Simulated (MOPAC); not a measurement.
**ZnHBrO (SMILES [OH][Zn][Br]) at PM6**

Aim: a structure relaxation of ZnHBrO. 

The results are computed with MOPAC 23.2.5.

13 further runs of the same task are left out: 1 that didn't finish, 12 set aside as unsound or not needed.

**1. The system as given**

ZnHBrO has 4 atoms, charge 0, and is taken as a singlet. SMILES: `[OH][Zn][Br]`. All atoms were displaced at random from a relaxed shape. The run starts from this shape.

Bond lengths: O1–Zn2 1.778 Å, Zn2–Br3 2.224 Å, O1–H4 0.937 Å. Angles: O1–Zn2–Br3 176.0°, Zn2–O1–H4 115.9°.

**2. A geometry optimisation at PM6**

Input file mol.mop:

```
PM6 DISP BONDS MULLIK GNORM=0.05 EF CYCLES=300 THREADS=1 AUX(PRECISION=6)
job BrHOZn

O     -0.880031     0.914881    -0.393771
Zn     0.390850    -0.154856     0.241136
Br     2.040282    -1.367693     1.108911
H     -1.472018     0.527252    -1.007691
```

Started as:

```bash
$ mopac mol.mop
```

**Question.** What will come out? Wanted: total energy at the end; dipole moment; HOMO energy; LUMO energy; HOMO–LUMO gap; heat of formation.

**Answer.** As computed:

At PM6:

| quantity | value |
| --- | --- |
| total energy at the end | -20.69526 Eh |
| dipole moment | 0.27 D |
| HOMO energy | -11.51 eV |
| LUMO energy | -1.34 eV |
| HOMO–LUMO gap | 10.18 eV |
| heat of formation | -71.1 kcal/mol |

At the final geometry: Bond lengths: O1–Zn2 1.570 Å, Zn2–Br3 2.120 Å, O1–H4 0.882 Å. Angles: O1–Zn2–Br3 180.0°, Zn2–O1–H4 179.9°. The optimisation took 40 steps and changed the energy by -0.656 eV.
